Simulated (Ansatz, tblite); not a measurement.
**The cluster Zn6Se4Cl4: spin-state energies by level**

Is the singlet the ground state of the cluster Zn6Se4Cl4? Other spin states are computed and compared level by level.

The runs use Ansatz 0.2.0, Gaussian basis; as each input shows.

Levels to be run: triplet, at the geometry of the singlet (GFN1-xTB, GFN2-xTB, PBE0-D4/def2-TZVP, PBE-D4/def2-TZVP); the singlet's energies come from earlier runs.

1 further run of the same task is left out (it didn't finish).

## Step 1: The structure

The singlet was relaxed beforehand with PBE-D4/def2-SVP.

14 atoms, charge 0, spin multiplicity 1.

Bond lengths: Se1–Zn5 2.414 Å, Se1–Zn7 2.373 Å, Se1–Zn8 2.472 Å, Se2–Zn6 2.403 Å, Se2–Zn7 2.485 Å, Se2–Zn9 2.427 Å, Se3–Zn6 2.647 Å, Se3–Zn7 2.526 Å, Se3–Zn9 2.649 Å, Se3–Zn10 2.456 Å, Se4–Zn8 2.504 Å, Se4–Zn9 2.389 Å, Se4–Zn10 2.392 Å, Zn5–Cl11 2.146 Å, Zn5–Cl14 2.393 Å, Zn6–Cl12 2.127 Å, Zn8–Cl13 2.148 Å, Zn10–Cl14 2.272 Å. Angles: Zn5–Se1–Zn7 78.8°, Zn5–Se1–Zn8 104.0°, Zn7–Se1–Zn8 92.3°, Zn6–Se2–Zn7 76.9°, Zn6–Se2–Zn9 73.8°, Zn7–Se2–Zn9 65.8°, Zn6–Se3–Zn7 72.0°, Zn6–Se3–Zn9 66.4°, Zn6–Se3–Zn10 131.9°, Zn7–Se3–Zn9 62.0°, Zn7–Se3–Zn10 83.0°, Zn9–Se3–Zn10 65.7°, Zn8–Se4–Zn9 90.4°, Zn8–Se4–Zn10 77.9°, Zn9–Se4–Zn10 70.9°, Se1–Zn5–Cl11 128.4°, Se1–Zn5–Cl14 110.5°, Cl11–Zn5–Cl14 120.4° and more.

## Step 2: Triplet at the fixed geometry, GFN1-xTB

Tight binding, by tblite at 300 K electronic temperature and without a spin-polarisation term:

```python
tblite.interface.Calculator('GFN1-xTB', numbers, positions, charge=0, uhf=2).singlepoint()
```

Energy -966.8880 eV; 0.057 s.

## Step 3: Triplet at the fixed geometry, GFN2-xTB

Tight binding, by tblite at 300 K electronic temperature and without a spin-polarisation term:

```python
tblite.interface.Calculator('GFN2-xTB', numbers, positions, charge=0, uhf=2).singlepoint()
```

Energy -941.0443 eV; 0.095 s.

## Step 4: Triplet at the fixed geometry, PBE0-D4/def2-TZVP

The input, in.yaml:

```yaml
crystal:
  periodic: [false, false, false]
  atoms:
    - {symbol: Se, position_ang: [-1.055012, 1.714211, -1.521884]}
    - {symbol: Se, position_ang: [1.816269, -1.491304, -2.113266]}
    - {symbol: Se, position_ang: [-0.386017, -1.704032, 0.962734]}
    - {symbol: Se, position_ang: [2.279038, 1.353267, 1.372180]}
    - {symbol: Zn, position_ang: [-2.518294, 0.928137, 0.229238]}
    - {symbol: Zn, position_ang: [0.930848, -3.249918, -0.735645]}
    - {symbol: Zn, position_ang: [-0.313276, -0.526354, -1.271088]}
    - {symbol: Zn, position_ang: [0.906333, 2.603373, -0.308430]}
    - {symbol: Zn, position_ang: [1.925856, -0.681176, 0.171422]}
    - {symbol: Zn, position_ang: [0.072806, 0.548396, 1.827065]}
    - {symbol: Cl, position_ang: [-4.088158, -0.529700, 0.101174]}
    - {symbol: Cl, position_ang: [0.725781, -5.336807, -0.381511]}
    - {symbol: Cl, position_ang: [1.492230, 4.634307, -0.691085]}
    - {symbol: Cl, position_ang: [-1.788414, 1.737611, 2.359095]}
basis:
  gaussian: {orbitals: def2-TZVP, fitting: {mean_field: def2-universal-jkfit}}
magnetization: {spin_polarized: true, initial_magnetization: 2}
hamiltonian: {xc: pbe0, dispersion: d4}
scf: {omitted_lower_state_checks: [starts]}
output: {orbitals: {seedname: orbitals}}
```

Run with:

```sh
$ ansatz run in.yaml --threads 2 --pin off --events-out ev --progress --plain --max-ram 22528MiB --backend cuda --devices 0, --max-vram 18GiB
```

Standard output:

```text
Functional definition: PBE0
  name "PBE0"
  cite "Adamo & Barone, J. Chem. Phys. 110, 6158 (1999) doi:10.1063/1.478522"
  cite "Perdew, Burke & Ernzerhof, Phys. Rev. Lett. 77, 3865 (1996) doi:10.1103/PhysRevLett.77.3865"
  parent pbe
  parameter a = 0.25
  parameter kappa = 0.804
  parameter beta = 0.06672455060314922
  exchange = (1 - a)*pbe_x(kappa = kappa, mu = beta*pi^2/3) + a*exact_x
  correlation = pbe_c(beta = beta)
these checks for a lower state are left out or cut short: starts
3160 factors; integrals over basis functions are off by at most 3.1e-1 eV
mean field evaluation 1: about -601924.7448 eV, gradient 6.5e1 eV
mean field evaluation 2: about -601879.3174 eV, gradient 1.5e2 eV
mean field evaluation 4: about -601932.1391 eV, gradient 2.2e1 eV
mean field evaluation 8: about -601936.1832 eV, gradient 1.0e0 eV
mean field evaluation 16: about -601936.2131 eV, gradient 5.8e-2 eV
mean field evaluation 32: about -601936.2134 eV, gradient 3.7e-4 eV
mean field -601936.21343022 eV, -22120.7478365410 hartree, gradient 1.3e-5 eV, S^2 2.009436; 0 other end points of the search recorded, 0 dependent functions left out
reference -601936.21348333 eV, -22120.7478384926 hartree; 193, 191 occupied and 435, 437 virtual orbitals, 3160 factors
Total energy: -601937.43326524 eV, -22120.7926646511 hartree
Checks for a lower state left out: starts
```

It took 26 s on 1 × H100 (card shared with other runs) with 2 threads of AMD EPYC 7R13, shared host; peak host memory 1.3 GiB.

From the report: HOMO -4.47 eV, LUMO -6.86 eV (over both spins; with the spin held, an empty level of the minority spin lies below the top filled one); ⟨S²⟩ 2.009 (pure: 2.00).

## Step 5: Triplet at the fixed geometry, PBE-D4/def2-TZVP

start.molden holds the orbitals of an earlier run on this state, given as this run's starting guess.

in.yaml, as its differences from that of step 4:

```diff
@@ -18,5 +18,5 @@
 basis:
-  gaussian: {orbitals: def2-TZVP, fitting: {mean_field: def2-universal-jkfit}}
+  gaussian: {orbitals: def2-TZVP, fitting: {mean_field: def2-universal-jkfit}, initial_orbitals: start.molden}
 magnetization: {spin_polarized: true, initial_magnetization: 2}
-hamiltonian: {xc: pbe0, dispersion: d4}
+hamiltonian: {xc: pbe, dispersion: d4}
 scf: {omitted_lower_state_checks: [starts]}
```

Launched as before.

Standard output:

```text
Functional definition: PBE
  name "PBE"
  cite "Perdew, Burke & Ernzerhof, Phys. Rev. Lett. 77, 3865 (1996) doi:10.1103/PhysRevLett.77.3865"
  parent pbe
  parameter kappa = 0.804
  parameter beta = 0.06672455060314922
  exchange = pbe_x(kappa = kappa, mu = beta*pi^2/3)
  correlation = pbe_c(beta = beta)
these checks for a lower state are left out or cut short: starts
3160 factors; integrals over basis functions are off by at most 3.1e-1 eV
mean field evaluation 1: about -601920.1130 eV, gradient 2.1e1 eV
mean field evaluation 2: about -601920.8937 eV, gradient 1.0e0 eV
mean field evaluation 4: about -601920.9747 eV, gradient 6.4e-1 eV
mean field evaluation 8: about -601921.0169 eV, gradient 8.5e-4 eV
mean field evaluation 16: about -601921.0169 eV, gradient 1.6e-5 eV
mean field -601921.01690037 eV, -22120.1893743697 hartree, gradient 8.8e-6 eV, S^2 2.003480; 0 other end points of the search recorded, 0 dependent functions left out
reference -601921.01696994 eV, -22120.1893769262 hartree; 193, 191 occupied and 435, 437 virtual orbitals, 3160 factors
Total energy: -601922.37343023 eV, -22120.2392259225 hartree
Checks for a lower state left out: starts
```

It took 16 s on 1 × H100 (card shared with other runs) with 2 threads of AMD EPYC 7R13, shared host; peak host memory 1.3 GiB.

HOMO -3.85 eV, LUMO -7.03 eV (over both spins; with the spin held, an empty level of the minority spin lies below the top filled one); ⟨S²⟩ 2.003 (pure: 2.00).

## Step 6: Triplet less singlet, vertical

The singlet's energies are those of its earlier runs, whose logs aren't repeated here.

| level | triplet less singlet, vertical (kcal/mol) | time |
| --- | --- | --- |
| GFN1-xTB | +79.7 | 0.094 s |
| GFN2-xTB | +68.8 | 0.15 s |
| PBE-D4/def2-TZVP | +72.9 | 20 s |
| PBE0-D4/def2-TZVP | +85.2 | 35 s |

Times add the two runs; a level without a time comes out of a correlated run. Tight binding without a spin term can't rank spin states.

## Step 7: What came out

| quantity | value |
| --- | --- |
| triplet less singlet, vertical, functionals in def2-TZVP | +72.9 (PBE-D4) to +85.2 kcal/mol (PBE0-D4) |

In words: All functionals put the triplet above the singlet, over a spread of 12.3 kcal/mol. The checks for a lower triplet were left out, so another state of that spin may lie lower. These are electronic energies, without zero-point motion, entropy or surroundings.
